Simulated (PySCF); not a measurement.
# C2H7FOSi2: the cost of one run

Programs: PySCF 2.14.0, with density-fitted response routines of our own. Each step states its level of theory. These are calculated values for one molecule in the gas phase, unless marked as measured. Atoms are numbered from 0 throughout.

## Step 1: The starting structure

13 atoms, charge 0, multiplicity 1; geometry from: GFN2-xTB. The atoms were then displaced at random by about 0.01 Å, so the start is not that level's minimum.

Bonds of the start (Å): O0–Si1 1.65, Si1–C2 1.93, C2–Si3 1.89, Si3–F4 1.62, Si3–C5 1.87, C5–Si1 1.92, O0–H6 0.93, Si1–H7 1.49, C2–H8 1.08, C2–H9 1.07, Si3–H10 1.49, C5–H11 1.09, C5–H12 1.08.

## Step 2: Optimising the geometry at PBE0-D3(BJ)/def2-SVP

The job: settings as JSON, then the geometry in Å.

```
{"job": {"xc": "PBE0", "basis": "def2-SVP", "d3": "d3bj", "grid": 1, "shake": 0.01, "kind": "geom"}, "charge": 0, "multiplicity": 1}
O      1.466980    -1.384640    -1.297590
Si     1.030600     0.013970    -0.536900
C     -0.755010     0.478460    -1.092150
Si    -1.345940     0.283820     0.695430
F     -1.777620     1.719190     1.312190
C      0.369810    -0.220640     1.248750
H      2.222770    -1.864430    -1.042450
H      2.108120     1.027380    -0.671180
H     -0.845350     1.488080    -1.467870
H     -1.168330    -0.204080    -1.799020
H     -2.539790    -0.553370     1.008520
H      0.813790     0.428840     2.008710
H      0.425800    -1.229470     1.623260
```

On the command line:

```sh
> OMP_NUM_THREADS=1 python probes_run.py task.json out
```

The driver reads the jobs from task.json and runs them one after another.

**Question.** How long does this first job take on 1 thread of Arm Neoverse V2, shared host, and how much memory does it need?

About 35 s, with a peak of 0.51 GiB.
